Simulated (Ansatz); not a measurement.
# BrClFSn radical: small, medium and large basis sets

One table from this session's results is given with a row withheld; the runs are named, their logs left out.

Method: one geometry, several basis sets; program: Ansatz 0.2.0, Gaussian basis.

Levels to be run: PBE0-D4/def2-SVP; ωB97M-V/def2-SVP; PBE0-D4/def2-QZVPP; ωB97M-V/def2-QZVPP; the functionals' def2-TZVPP values are taken from earlier runs.

1 further run of the same task is left out (for a known fault of the program).

### The relaxed structure

All runs share one geometry, relaxed beforehand with PBE0-D4 in a triple-zeta def2 set. Sn takes the def2 core potential; no spin-orbit term is included.

SMILES `[F][Sn]([Cl])[Br]`, 4 atoms, charge 0, spin multiplicity 2.

Atoms are counted from 1 here; the program's logs count them from 0.

Bond lengths: F1–Sn2 1.917 Å, Sn2–Cl3 2.328 Å, Sn2–Br4 2.484 Å. Angles: F1–Sn2–Cl3 104.4°, F1–Sn2–Br4 106.2°, Cl3–Sn2–Br4 110.8°.

Set-up of the first run:

The input, in.yaml:

```yaml
crystal:
  periodic: [false, false, false]
  atoms:
    - {symbol: F, position_ang: [-1.817838, 0.269312, 0.108095]}
    - {symbol: Sn, position_ang: [-0.130433, -0.619251, -0.087473]}
    - {symbol: Cl, position_ang: [0.970480, -0.223959, 1.925682]}
    - {symbol: Br, position_ang: [1.033391, 0.513597, -1.966504]}
basis:
  gaussian: {orbitals: def2-SVP}
magnetization: {spin_polarized: true, initial_magnetization: 1}
hamiltonian: {xc: pbe0, dispersion: d4}
output: {orbitals: {seedname: orbitals}}
```

Started as:

```
$ ansatz run in.yaml --threads 4 --pin off --events-out ev --progress --plain --max-ram 10444MiB
```

Steps of the session up to this table: PBE0-D4 in def2-SVP; ωB97M-V in def2-SVP; PBE0-D4 in def2-QZVPP; ωB97M-V in def2-QZVPP.

One of the session's tables, all rows but one given; the rest of the session is left out.

It belongs to the step «Density functionals: the series». 

| functional | basis | HOMO (eV) | LUMO (eV) |
| --- | --- | --- | --- |
| PBE0-D4 | def2-SVP | -7.72 | -5.05 |
| PBE0-D4 | def2-TZVPP | ? | ? |
| PBE0-D4 | def2-QZVPP | -7.85 | -5.16 |
| ωB97M-V | def2-SVP | -9.67 | -3.23 |
| ωB97M-V | def2-TZVPP | -9.84 | -3.39 |
| ωB97M-V | def2-QZVPP | -9.85 | -3.43 |

**Question.** Estimate the row for PBE0-D4, def2-TZVPP.

**Answer.** HOMO (eV): -7.84; LUMO (eV): -5.15. In the column «HOMO (eV)» it lies between PBE0-D4, def2-QZVPP (-7.85) and PBE0-D4, def2-SVP (-7.72).
